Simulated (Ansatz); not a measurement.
# LuSi2Ir2: a short molecular-dynamics run

Aim: set LuSi2Ir2 (a randomly packed cell, 10 atoms, not relaxed) in motion for 20 steps of 0.5 fs under a Nosé-Hoover thermostat at 2000 K, and see how temperature, energy and positions respond.

Method: DFT PBE, plane waves, PAW, scalar-relativistic, no spin polarisation, in Ansatz 0.2.0.

### Step 1. The starting structure

The cell holds 10 atoms (Ir4Lu2Si4): a = 5.924 Å, b = 5.014 Å, c = 5.524 Å, α = 97.56°, β = 98.48°, γ = 79.43°.

As a file:

```
Si Ir Lu
1.0
     5.88886    0.28712   -0.57599
     0.65469    4.96237   -0.29462
    -0.26267   -0.37272    5.50475
Si Ir Lu
4 4 2
Direct
  0.50508 0.02008 0.91944
  0.50520 0.78285 0.22233
  0.63826 0.34076 0.78266
  0.29596 0.42823 0.90094
  0.82402 0.59922 0.51179
  0.13950 0.10413 0.06382
  0.14255 0.03752 0.60015
  0.72611 0.12224 0.39655
  0.29277 0.48645 0.43729
  0.89743 0.67417 0.03594
```

### Step 2. The run

input.yaml reads:

```yaml
crystal:
  lattice:
    - [5.888862, 0.287117, -0.575991]
    - [0.65469, 4.96237, -0.294623]
    - [-0.262669, -0.37272, 5.50475]
  atoms:
    - { symbol: Si, position: [0.505079, 0.02008, 0.919445] }
    - { symbol: Si, position: [0.5052, 0.782846, 0.222328] }
    - { symbol: Si, position: [0.638255, 0.340765, 0.782656] }
    - { symbol: Si, position: [0.295959, 0.428235, 0.900941] }
    - { symbol: Ir, position: [0.824016, 0.599218, 0.511789] }
    - { symbol: Ir, position: [0.139503, 0.104134, 0.063821] }
    - { symbol: Ir, position: [0.142555, 0.037524, 0.600146] }
    - { symbol: Ir, position: [0.726112, 0.122238, 0.396553] }
    - { symbol: Lu, position: [0.292769, 0.486446, 0.437287] }
    - { symbol: Lu, position: [0.897432, 0.674167, 0.035939] }
kpoints:
  mp_grid: { grid: [3, 3, 3] }
magnetization:
  spin_polarized: false
scf:
  occupations: { method: gaussian, width: 0.1 }
hamiltonian:
  pseudopotentials: { kind: paw }
  xc: pbe
basis:
  ecutwfc: 420
md:
  timestep: 0.5
  n_steps: 20
  ensemble: nvt_nose_hoover
  temperature: 2000.0
  initial_velocities: maxwell_boltzmann
  seed: 866557
```

Started as:

```
$ ansatz run input.yaml --threads 2 --pin off --max-ram 2560MiB --backend cpu --events-out ev --progress --plain --runs-dir out
```

What does the calculation give? Wanted: temperature, first and last step; temperature, second half; potential energy, second half; largest change of the conserved energy; mean square displacement, second half.

The runs gave:

```
                              quantity                             value
                                length                20 steps of 0.5 fs
      temperature, first and last step                   2000 and 1625 K
              temperature, second half  mean 1652 K, from 1619 to 1724 K
         potential energy, second half       +41 meV/atom from the start
largest change of the conserved energy                     0.03 meV/atom
 mean square displacement, second half   Si 0.012, Ir 0.001, Lu 0.001 Å²
```

In words: Against a set 2000 K the second half averages 1652 K with a spread of 35 K (in equilibrium 10 atoms would scatter by about 544 K, over a far longer run); 41 meV/atom has gone into potential energy, and a thermostat that acts over some 100 fs has not made it up in 10 fs. The conserved energy strays from its start by at most 0.03 meV/atom, under 0.1 % of the mean kinetic energy, so a step of 0.5 fs is short enough over this time. Over the second half Si atoms stand 0.1 Å (root mean square) from where they began, and the farthest move is 0.2 Å. A run of 10 fs with 10 atoms shows the motion but fixes no equilibrium value.
